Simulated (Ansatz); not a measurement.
**KF: pressure up to the limit of the methods**

The task here is to estimate one member of a computed series from the others.

Program: Ansatz 0.2.0. Level of theory: DFT PBE, with the methods named in each step. These are calculated values, not measurements.

1 further run of the same task is left out (it didn't finish).

**The structure to begin with**

Symmetry: Fm-3m, No. 225, cubic system. The conventional cell has a = 5.344 Å, b = 5.344 Å, c = 5.344 Å, α = 90.00°, β = 90.00°, γ = 90.00°. K (site symmetry m-3m) has 6 F at 2.67 Å as nearest neighbours. Around F (site symmetry m-3m) lie 6 K at 2.67 Å.

Coordinates:

```
CELL_PARAMETERS angstrom
0.00000 2.67185 2.67185
2.67185 0.00000 2.67185
2.67185 2.67185 0.00000
ATOMIC_POSITIONS crystal
K 0.00000 0.00000 0.00000
F 0.50000 0.50000 0.50000
```

Whether this phase is the stable one at these pressures isn't tested.

Atoms are numbered in the order of the input: K1, F2.

Set-up of the first run:

File input.yaml:

```yaml
crystal:
  lattice:
    - [0.0, 2.67185, 2.67185]
    - [2.67185, 0.0, 2.67185]
    - [2.67185, 2.67185, 0.0]
  atoms:
    - { symbol: K, position: [0.0, 0.0, 0.0] }
    - { symbol: F, position: [0.5, 0.5, 0.5] }
kpoints:
  mp_grid: { grid: [9, 9, 9] }
  band_path:
    path:
      - [0.0, 0.0, 0.0]
      - [0.5, 0.0, 0.5]
      - [0.625, 0.25, 0.625]
      - [0.375, 0.375, 0.75]
      - [0.0, 0.0, 0.0]
      - [0.5, 0.5, 0.5]
      - [0.5, 0.25, 0.75]
      - [0.5, 0.0, 0.5]
    npoints: 14
scf:
  occupations: { method: fermi_dirac, width: 0.03 }
hamiltonian:
  xc: pbe
  pseudopotentials: { kind: all_electron, lapw: { basis_error: 0.001 } }
output:
  forces: true
  stress: true
  eigenvalues: true
  populations: true
```

Command:

```console
ansatz run input.yaml --threads 1 --pin off --max-ram 2048MiB --backend cpu --events-out ev --progress --plain --runs-dir out
```

Among the steps run: The reference volume, LAPW; Volume scaled by 1, crystal datasets; Volume scaled by 0.6, LAPW; Volume scaled by 0.55, LAPW; Volume scaled by 0.4, LAPW.

One of the session's tables, all rows but one given; the rest of the session is left out.

| method | volume over the first | volume (Å³/atom) | pressure (GPa) | gap on the k mesh (eV) |
| --- | --- | --- | --- | --- |
| LAPW | 1 | 19.074 | 1.38 | 6.18 |
| LAPW | 0.6 | 11.444 | 62.02 | 7.44 |
| LAPW | 0.55 | 10.491 | 88.71 | 6.93 |
| LAPW | 0.4 | ? | ? | ? |
| PAW | 1 | 19.074 | 1.38 | 6.18 |
| PAW | 0.6 | 11.444 | 62.02 | 7.44 |
| PAW | 0.55 | 10.491 | 88.70 | 6.93 |
| PAW | 0.4 | 7.630 | 284.22 | 3.93 |
| crystal datasets | 1 | 19.074 | 1.38 | 6.18 |

Q: Estimate the row for LAPW, 0.4 from the others.

**Answer.** volume (Å³/atom): 7.630; pressure (GPa): 284.47; gap on the k mesh (eV): 3.94.

To keep in mind: Warnings in the runs' records: stress scf threshold loose, crystal datasets made.
